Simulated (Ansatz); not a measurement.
**CH₅ClSSi: small, medium and large basis sets**

The task here is to estimate one member of a computed series from the others.

Method: one geometry, several basis sets; program: Ansatz 0.2.0, Gaussian basis.

Plan: PBE0-D4/def2-SVP; ωB97M-V/def2-SVP; PBE0-D4/def2-QZVPP; ωB97M-V/def2-QZVPP; the functionals' def2-TZVPP values are taken from earlier runs.

## The geometry

The geometry comes from an earlier relaxation with PBE0-D4 in a triple-zeta def2 set; it is a stationary point, not always the lowest conformer.

SMILES `C[SiH](S)Cl`, 9 atoms, charge 0, spin multiplicity 1.

Atoms are counted from 1 here; the program's logs count them from 0.

Bond lengths: C1–Si2 1.855 Å, C1–H5 1.092 Å, C1–H6 1.092 Å, C1–H7 1.092 Å, Si2–S3 2.127 Å, Si2–Cl4 2.062 Å, Si2–H8 1.480 Å, S3–H9 1.344 Å. Angles: Si2–C1–H5 110.1°, Si2–C1–H6 110.6°, Si2–C1–H7 110.2°, H5–C1–H6 108.6°, H5–C1–H7 109.0°, H6–C1–H7 108.2°, C1–Si2–S3 112.6°, C1–Si2–Cl4 107.8°, C1–Si2–H8 113.1°, S3–Si2–Cl4 111.5°, S3–Si2–H8 104.3°, Cl4–Si2–H8 107.4°, Si2–S3–H9 94.4°.

The first run:

File in.yaml:

```yaml
crystal:
  periodic: [false, false, false]
  atoms:
    - {symbol: C, position_ang: [-0.274250, 1.016073, -0.538008]}
    - {symbol: Si, position_ang: [0.058971, -0.772937, -0.179628]}
    - {symbol: S, position_ang: [1.538274, -1.045271, 1.324755]}
    - {symbol: Cl, position_ang: [-1.729039, -1.652076, 0.352122]}
    - {symbol: H, position_ang: [0.644730, 1.511944, -0.858204]}
    - {symbol: H, position_ang: [-0.651810, 1.523174, 0.352670]}
    - {symbol: H, position_ang: [-1.023026, 1.109964, -1.327853]}
    - {symbol: H, position_ang: [0.585343, -1.511192, -1.349439]}
    - {symbol: H, position_ang: [0.939306, -0.225977, 2.206484]}
basis:
  gaussian: {orbitals: def2-SVP}
hamiltonian: {xc: pbe0, dispersion: d4}
output: {orbitals: {seedname: orbitals}}
```

Steps of the session up to this table: PBE0-D4 in def2-SVP; ωB97M-V in def2-SVP; PBE0-D4 in def2-QZVPP; ωB97M-V in def2-QZVPP.

One of the session's tables, all rows but one given; the rest of the session is left out.

It belongs to the step «Functionals by basis». 

```
functional       basis  HOMO (eV)  LUMO (eV)
   PBE0-D4    def2-SVP          ?          ?
   PBE0-D4  def2-TZVPP      -7.71       0.24
   PBE0-D4  def2-QZVPP      -7.74       0.04
   ωB97M-V    def2-SVP      -9.75       2.69
   ωB97M-V  def2-TZVPP      -9.90       2.09
   ωB97M-V  def2-QZVPP      -9.94       1.53
```

Q: Estimate the row for PBE0-D4, def2-SVP from the others.

**Answer.** HOMO (eV): -7.59; LUMO (eV): 0.70. In the column «HOMO (eV)» it is the highest.
